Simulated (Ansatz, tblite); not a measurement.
# [TaO2F2]-: rung by rung

Aim: run the singlet of [TaO2F2]- at one geometry on many levels, and compare frontier levels, spin and run time.

Method: as each input shows; program: Ansatz 0.2.0, Gaussian basis.

Levels to be run: GFN1-xTB, GFN2-xTB, PBE-D4/def2-TZVPD, r2SCAN-D4/def2-TZVPD, HSE06-D4/def2-TZVPD, BLYP-D4/def2-TZVPD, CAM-B3LYP-D4/def2-TZVPD, B2PLYP/def2-TZVPD, HF/def2-TZVPD, r2SCAN0-D4/def2-TZVPD, ωB97M-V/def2-TZVPD, PBE-D4/def2-SVPD, PBE0-D4/def2-SVPD, CCSD(T)/def2-TZVPD, RPA/def2-TZVPD.

## (1) The geometry

The singlet was relaxed beforehand with PBE-D4/def2-SVPD.

5 atoms, charge -1, spin multiplicity 1.

Bond lengths: Ta1–O2 1.788 Å, Ta1–O3 1.788 Å, Ta1–F4 1.965 Å, Ta1–F5 1.965 Å. Angles: O2–Ta1–O3 107.8°, O2–Ta1–F4 109.3°, O2–Ta1–F5 109.3°, O3–Ta1–F4 109.3°, O3–Ta1–F5 109.3°, F4–Ta1–F5 111.6°.

Formally the metal is d0. Ta takes a core potential in the def2 sets. No spin-orbit coupling is included. The ion is computed in the gas phase, without counter-ions or solvent.

PBE0-D4/def2-TZVPD was run before; its log isn't repeated, and its numbers join the tables.

## (2) GFN1-xTB

Tight binding, by tblite at 300 K electronic temperature and without a spin-polarisation term:

```python
tblite.interface.Calculator('GFN1-xTB', numbers, positions, charge=-1, uhf=0).singlepoint()
```

Energy -600.1385 eV, HOMO -6.54 eV, LUMO -2.30 eV; 0.002 s.

## (3) GFN2-xTB

Tight binding, by tblite at 300 K electronic temperature and without a spin-polarisation term:

```python
tblite.interface.Calculator('GFN2-xTB', numbers, positions, charge=-1, uhf=0).singlepoint()
```

Energy -542.4443 eV, HOMO -6.02 eV, LUMO -2.25 eV; 0.002 s.

## (4) PBE-D4/def2-TZVPD

start.molden holds the orbitals of an earlier run on this state, given as this run's starting guess.

Input file in.yaml:

```yaml
crystal:
  periodic: [false, false, false]
  atoms:
    - {symbol: Ta, position_ang: [0.017115, -0.000066, 0.011958]}
    - {symbol: O, position_ang: [0.052642, -0.016660, 1.799091]}
    - {symbol: O, position_ang: [1.707403, 0.009132, -0.569617]}
    - {symbol: F, position_ang: [-0.892220, 1.629121, -0.605556]}
    - {symbol: F, position_ang: [-0.884930, -1.621516, -0.635876]}
basis:
  gaussian: {orbitals: def2-TZVPD, initial_orbitals: start.molden}
total_charge: -1
hamiltonian: {xc: pbe, dispersion: d4}
scf: {omitted_lower_state_checks: [starts]}
output: {orbitals: {seedname: orbitals}}
```

The run is started by

```console
ansatz run in.yaml --threads 4 --pin off --events-out ev --progress --plain --max-ram 3916MiB
```

The runs that follow: r2SCAN-D4/def2-TZVPD; HSE06-D4/def2-TZVPD; BLYP-D4/def2-TZVPD; CAM-B3LYP-D4/def2-TZVPD; B2PLYP/def2-TZVPD; HF/def2-TZVPD; r2SCAN0-D4/def2-TZVPD; ωB97M-V/def2-TZVPD; PBE-D4/def2-SVPD; PBE0-D4/def2-SVPD; CCSD(T)/def2-TZVPD; RPA/def2-TZVPD.

Before running them: what should the planned runs give, taken together? Wanted: gap in def2-TZVPD, named functionals and Hartree-Fock, smallest and largest; correlation energy, CCSD(T)/def2-TZVPD; PBE0 total energy, smallest basis above largest.

As calculated:

| quantity | value |
| --- | --- |
| gap in def2-TZVPD, named functionals and Hartree-Fock, smallest and largest | 4.15 eV (BLYP-D4), 11.29 eV (HF) |
| correlation energy, CCSD(T)/def2-TZVPD | -37.93 eV |
| PBE0 total energy, smallest basis above largest | 11.34 eV (def2-SVPD, def2-TZVPD) |

What this shows: Orbital gaps of the named functionals and Hartree-Fock in def2-TZVPD span 4.15 eV (BLYP-D4) to 11.29 eV (HF); exact exchange widens it.
